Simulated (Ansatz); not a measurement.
I need a polarisability from point charges of GeH6SSi, SMILES [SiH3][GeH2][SH]. Use the Ansatz DFT code, driven from Python. Use (for the species named): CAM-B3LYP, def2-SVPD basis, multiplicity 1.

```yaml
atoms:
  - { symbol: Si, position_ang: [-0.8872, 0.9662, -0.7478] }
  - { symbol: Ge, position_ang: [0.6158, -0.5136, 0.0239] }
  - { symbol: S, position_ang: [0.1528, -0.9737, 2.1385] }
  - { symbol: H, position_ang: [-2.2091, 0.4448, -0.6486] }
  - { symbol: H, position_ang: [-0.6483, 1.3132, -2.1862] }
  - { symbol: H, position_ang: [-0.8595, 2.2583, 0.0390] }
  - { symbol: H, position_ang: [2.0677, 0.0983, -0.0885] }
  - { symbol: H, position_ang: [0.5778, -1.7938, -0.8218] }
  - { symbol: H, position_ang: [1.2785, -1.8460, 2.2743] }
```

`run_field.py`
```python
"""Response of GeH6SSi to a pair of distant point charges."""

import ansatz as az
import numpy as np

geometry = (
    az.Crystal.molecule()
    .atom("Si", (-0.8872, 0.9662, -0.7478))
    .atom("Ge", (0.6158, -0.5136, 0.0239))
    .atom("S", (0.1528, -0.9737, 2.1385))
    .atom("H", (-2.2091, 0.4448, -0.6486))
    .atom("H", (-0.6483, 1.3132, -2.1862))
    .atom("H", (-0.8595, 2.2583, 0.039))
    .atom("H", (2.0677, 0.0983, -0.0885))
    .atom("H", (0.5778, -1.7938, -0.8218))
    .atom("H", (1.2785, -1.846, 2.2743))
)

setup = (
    geometry.calculation()
    .basis(gaussian="def2-SVPD")
    .functional("CAM-B3LYP")
    .accuracy("medium")
    .forces()
)
# charges +q and -q at -R and +R make a nearly even field 2 k q / R^2 at the centre
centre = np.mean([site.position_ang for site in geometry.cartesian_sites], axis=0)
field = 2 * 14.399645 * 4.0 / 30.0 ** 2


def dipole(axis, sign):
    arm = 30.0 * np.eye(3)[axis]
    pair = [{"charge": sign * 4.0, "position_ang": (centre - arm).tolist()}, {"charge": -sign * 4.0, "position_ang": (centre + arm).tolist()}]
    deck = setup.input().set(az.key.basis.gaussian.point_charges, pair)
    return np.array(az.Session.from_dict(deck).plan().execute().report["charge_distribution"]["dipole_moment_e_ang"])


print(f"field {field:.4f} V/A")
alpha = np.array([(dipole(axis, 1) - dipole(axis, -1)) / (2 * field) * 14.399645 for axis in range(3)])
print("polarisability tensor (A^3)")
print(np.array2string(alpha, precision=3, suppress_small=True))
print(f"mean {np.trace(alpha) / 3:.3f} A^3 = {np.trace(alpha) / 3 / 0.14818471:.2f} bohr^3")
```

Running `python run_field.py` prints:
```text
field 0.1280 V/A
polarisability tensor (A^3)
[[11.644 -1.042  0.445]
 [-1.058 12.066 -1.489]
 [ 0.447 -1.519 13.62 ]]
mean 12.443 A^3 = 83.97 bohr^3
```

These settings explore the input space; basis and method may be short of convergence. The geometry is a force-field or estimated start, not a minimum of this method, and the basis set is short of its limit. The field of two point charges is only nearly even. Hardware and time: 36 s on 1 thread of Intel(R) Xeon(R) 6975P-C (Granite Rapids) (shared host), peak memory 0.49 GiB.

(Lines on the test bed's own set-up are left out of the output.)
